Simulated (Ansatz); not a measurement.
# BH₄NSn: taking an electron away

Aim: the vertical ionisation energy of BH₄NSn, as cation minus neutral at the neutral's geometry, on several levels, and how well −ε(HOMO) stands in for it.

Method: unrestricted cation, the program's frozen cores in correlated methods; program: Ansatz 0.2.0, Gaussian basis.

Plan: UKS PBE-D4/def2-TZVPP; UKS r2SCAN-D4/def2-TZVPP; UKS PBE0-D4/def2-TZVPP; UKS B3LYP-D4/def2-TZVPP; UKS wB97X-V/def2-TZVPP; UKS wB97M-V/def2-TZVPP; UKS B2PLYP/def2-TZVPP; UHF-CCSD(T)/def2-TZVPP; UHF-MP2/def2-QZVPP; extrapolation to the limit; then −ε(HOMO) from the neutral's earlier runs with LDA (SPW92), PBE-D4, revPBE-D4, BLYP-D4, r2SCAN-D4, B97M-V, PBE0-D4, B3LYP-D4, r2SCANh-D4, r2SCAN0-D4, HSE06-D4, BHLYP-D4, CAM-B3LYP-D4, LC-ωPBE, ωB97X-V, ωB97M-V.

1 further run of the same task is left out (for a known fault of the program).

### Step 1. The geometry

The geometry comes from an earlier relaxation with PBE0-D4 in a triple-zeta def2 set; it is a stationary point, not always the lowest conformer. Sn takes the def2 core potential; no spin-orbit term is included.

SMILES `[BH]1[NH][SnH2]1`, 7 atoms, charge 0, spin multiplicity 1.

Atoms are counted from 1 here; the program's logs count them from 0.

Bond lengths: B1–N2 1.332 Å, B1–Sn3 2.246 Å, B1–H4 1.187 Å, N2–Sn3 2.173 Å, N2–H5 1.008 Å, Sn3–H6 1.717 Å, Sn3–H7 1.717 Å. Angles: N2–B1–Sn3 69.5°, N2–B1–H4 146.2°, Sn3–B1–H4 144.2°, B1–N2–Sn3 75.4°, B1–N2–H5 135.7°, Sn3–N2–H5 148.9°, B1–Sn3–N2 35.0°, B1–Sn3–H6 121.2°, B1–Sn3–H7 121.2°, N2–Sn3–H6 104.3°, N2–Sn3–H7 104.3°, H6–Sn3–H7 105.9°.

Coordinates:

```
B    -1.0008   -0.7232   -0.3148
N    -0.2495    0.1823   -0.9393
Sn    0.6130    0.0350    1.0503
H    -1.9246   -1.4646   -0.3956
H    -0.2345    0.5977   -1.8579
H     0.5931    1.6473    1.6416
H     2.2648   -0.3426    0.7700
```

### Step 2. Cation, UKS PBE-D4/def2-TZVPP

The input, in.yaml:

```yaml
crystal:
  periodic: [false, false, false]
  atoms:
    - {symbol: B, position_ang: [-1.000840, -0.723169, -0.314780]}
    - {symbol: N, position_ang: [-0.249542, 0.182344, -0.939251]}
    - {symbol: Sn, position_ang: [0.612959, 0.035023, 1.050286]}
    - {symbol: H, position_ang: [-1.924642, -1.464561, -0.395575]}
    - {symbol: H, position_ang: [-0.234540, 0.597739, -1.857867]}
    - {symbol: H, position_ang: [0.593128, 1.647347, 1.641580]}
    - {symbol: H, position_ang: [2.264777, -0.342623, 0.770007]}
basis:
  gaussian: {orbitals: def2-TZVPP}
total_charge: 1
magnetization: {spin_polarized: true, initial_magnetization: 1}
hamiltonian: {xc: pbe, dispersion: d4}
```

The run is started by

```bash
ansatz run in.yaml --threads 2 --pin off --events-out ev --progress --plain --max-ram 4352MiB
```

Further steps of the session: Cation, UKS r2SCAN-D4/def2-TZVPP; Cation, UKS PBE0-D4/def2-TZVPP; Cation, UKS B3LYP-D4/def2-TZVPP; Cation, UKS wB97X-V/def2-TZVPP; Cation, UKS wB97M-V/def2-TZVPP; Cation, UKS B2PLYP (frozen core)/def2-TZVPP; Cation, UHF-CCSD(T)/def2-TZVPP; Cation, UHF-MP2/def2-QZVPP.

**Question.** What will the summary of the whole plan be? Wanted: ionisation energy, CCSD(T)/CBS; nearest functional by difference; nearest −ε(HOMO); −ε(HOMO) of PBE; T1 of the cation.

The runs gave:

| quantity | value |
| --- | --- |
| ionisation energy, CCSD(T)/CBS | 8.84 eV |
| nearest functional by difference | B3LYP-D4 (-0.11 eV) |
| nearest −ε(HOMO) | LC-ωPBE (+0.09 eV) |
| −ε(HOMO) of PBE | 5.64 eV |
| T1 of the cation | 0.018 |

In words: Energy differences with functionals land within 0.23 eV of the reference. −ε(HOMO) of PBE misses by 3.2 eV, since self-interaction lifts the level. Among orbital estimates LC-ωPBE comes nearest. Hartree-Fock falls 1.13 eV short, as the neutral has more correlation energy than the cation. The cation may have settled in a state other than its lowest; no search over hole states beyond the program's own was made. Correlated methods include outer-core shells of Sn, which these sets cover unevenly. With outer-core shells in play the reference is unsure by up to some tenths of an eV, so close misses can't be ranked.
